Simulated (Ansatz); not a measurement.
# H7O3ScSi2: the cost of one run

The runs use Ansatz 0.2.0, Gaussian basis; functionals in def2-TZVPP, the program's frozen cores in correlated methods.

The runs, in order: LDA (SPW92), PBE-D4, revPBE-D4, BLYP-D4, r2SCAN-D4, B97M-V, PBE0-D4, B3LYP-D4, r2SCANh-D4, r2SCAN0-D4, HSE06-D4, BHLYP-D4, CAM-B3LYP-D4, LC-ωPBE, ωB97X-V, ωB97M-V, B2PLYP, PBE-QIDH; CCSD(T)/def2-SVP; MP2/def2-TZVPP; MP2/def2-QZVPP; RPA on PBE.

## 1. The geometry

An earlier PBE0-D4 in a triple-zeta def2 set relaxation fixed the geometry.

13 atoms, charge 0, spin multiplicity 1.

Atoms are counted from 1 here; the program's logs count them from 0.

Bond lengths: O1–Sc2 1.858 Å, O1–H7 0.952 Å, Sc2–O3 1.895 Å, Sc2–O5 1.895 Å, O3–Si4 1.627 Å, Si4–H8 1.489 Å, Si4–H9 1.490 Å, Si4–H10 1.490 Å, O5–Si6 1.627 Å, Si6–H11 1.490 Å, Si6–H12 1.489 Å, Si6–H13 1.490 Å. Angles: Sc2–O1–H7 179.0°, O1–Sc2–O3 120.8°, O1–Sc2–O5 120.7°, O3–Sc2–O5 118.5°, Sc2–O3–Si4 179.6°, O3–Si4–H8 110.6°, O3–Si4–H9 110.8°, O3–Si4–H10 110.4°, H8–Si4–H9 108.3°, H8–Si4–H10 108.3°, H9–Si4–H10 108.3°, Sc2–O5–Si6 179.3°, O5–Si6–H11 110.5°, O5–Si6–H12 110.8°, O5–Si6–H13 110.6°, H11–Si6–H12 108.3°, H11–Si6–H13 108.4°, H12–Si6–H13 108.2°.

## 2. LDA

This LDA is Slater exchange with PW92 correlation.

Contents of in.yaml:

```yaml
crystal:
  periodic: [false, false, false]
  atoms:
    - {symbol: O, position_ang: [-0.239131, 2.580864, -1.233992]}
    - {symbol: Sc, position_ang: [-0.088238, 0.911954, -0.430611]}
    - {symbol: O, position_ang: [-1.505568, -0.341829, -0.526361]}
    - {symbol: Si, position_ang: [-2.723005, -1.417433, -0.619890]}
    - {symbol: O, position_ang: [1.489687, 0.425092, 0.498799]}
    - {symbol: Si, position_ang: [2.854304, 0.023132, 1.288706]}
    - {symbol: H, position_ang: [-0.330786, 3.431564, -1.651963]}
    - {symbol: H, position_ang: [-2.939664, -2.080157, 0.696156]}
    - {symbol: H, position_ang: [-3.991700, -0.747334, -1.020071]}
    - {symbol: H, position_ang: [-2.410691, -2.468269, -1.628319]}
    - {symbol: H, position_ang: [3.989883, -0.107146, 0.333486]}
    - {symbol: H, position_ang: [2.691426, -1.275403, 1.999564]}
    - {symbol: H, position_ang: [3.203462, 1.064964, 2.294497]}
basis:
  gaussian: {orbitals: def2-TZVPP}
hamiltonian: {xc: lda}
output: {orbitals: {seedname: orbitals}}
```

Started as:

```console
$ ansatz run in.yaml --threads 8 --pin off --events-out ev --progress --plain --max-ram 20889MiB
```

**Question.** How long does this run take on 8 threads of Intel Xeon at 2.50GHz, shared host, and how much memory does it need?

About 15 s, with a peak of 0.6 GiB.
